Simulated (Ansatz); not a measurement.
**C₂H₅Br: small, medium and large basis sets**

One table from this session's results is given with a row withheld; the runs are named, their logs left out.

Program: Ansatz 0.2.0, Gaussian basis. Level of theory: one geometry, several basis sets. These are calculated values, not measurements.

Levels to be run: PBE0-D4/def2-SVP; ωB97M-V/def2-SVP; PBE0-D4/def2-QZVPP; ωB97M-V/def2-QZVPP; the functionals' def2-TZVPP values are taken from earlier runs.

### Structure used throughout

The geometry comes from an earlier relaxation with PBE0-D4 in a triple-zeta def2 set; it is a stationary point, not always the lowest conformer.

SMILES `CCBr`, 8 atoms, charge 0, spin multiplicity 1.

Atoms are counted from 1 here; the program's logs count them from 0.

Bond lengths: C1–C2 1.506 Å, C1–H4 1.095 Å, C1–H5 1.091 Å, C1–H6 1.091 Å, C2–Br3 1.950 Å, C2–H7 1.088 Å, C2–H8 1.088 Å. Angles: C2–C1–H4 109.4°, C2–C1–H5 111.3°, C2–C1–H6 111.3°, H4–C1–H5 108.3°, H4–C1–H6 108.3°, H5–C1–H6 108.3°, C1–C2–Br3 111.6°, C1–C2–H7 112.5°, C1–C2–H8 112.5°, Br3–C2–H7 105.3°, Br3–C2–H8 105.3°, H7–C2–H8 109.2°.

Set-up of the first run:

Input file in.yaml:

```yaml
crystal:
  periodic: [false, false, false]
  atoms:
    - {symbol: C, position_ang: [-0.429120, 0.590081, -0.328783]}
    - {symbol: C, position_ang: [0.243010, -0.639157, 0.222464]}
    - {symbol: Br, position_ang: [1.994545, -0.223395, 0.972442]}
    - {symbol: H, position_ang: [-1.406246, 0.316429, -0.739262]}
    - {symbol: H, position_ang: [0.162855, 1.040427, -1.126707]}
    - {symbol: H, position_ang: [-0.582786, 1.339334, 0.448991]}
    - {symbol: H, position_ang: [0.428789, -1.390337, -0.542539]}
    - {symbol: H, position_ang: [-0.318948, -1.090583, 1.037592]}
basis:
  gaussian: {orbitals: def2-SVP}
hamiltonian: {xc: pbe0, dispersion: d4}
output: {orbitals: {seedname: orbitals}}
```

Run with:

```bash
ansatz run in.yaml --threads 2 --pin off --events-out ev --progress --plain --max-ram 32768MiB --backend cpu
```

Among the steps run: PBE0-D4 in def2-SVP; ωB97M-V in def2-SVP; PBE0-D4 in def2-QZVPP; ωB97M-V in def2-QZVPP.

One of the session's tables, all rows but one given; the rest of the session is left out.

It belongs to the step «Functionals by basis». 

| functional | basis | HOMO (eV) | LUMO (eV) |
| --- | --- | --- | --- |
| PBE0-D4 | def2-SVP | -7.67 | 0.44 |
| PBE0-D4 | def2-TZVPP | -7.83 | 0.16 |
| PBE0-D4 | def2-QZVPP | -7.85 | -0.02 |
| ωB97M-V | def2-SVP | -9.93 | 2.58 |
| ωB97M-V | def2-TZVPP | -10.10 | 2.13 |
| ωB97M-V | def2-QZVPP | ? | ? |

Estimate the missing values for ωB97M-V, def2-QZVPP.

As computed: HOMO (eV): -10.12; LUMO (eV): 1.63. In the column «HOMO (eV)» it is the lowest.
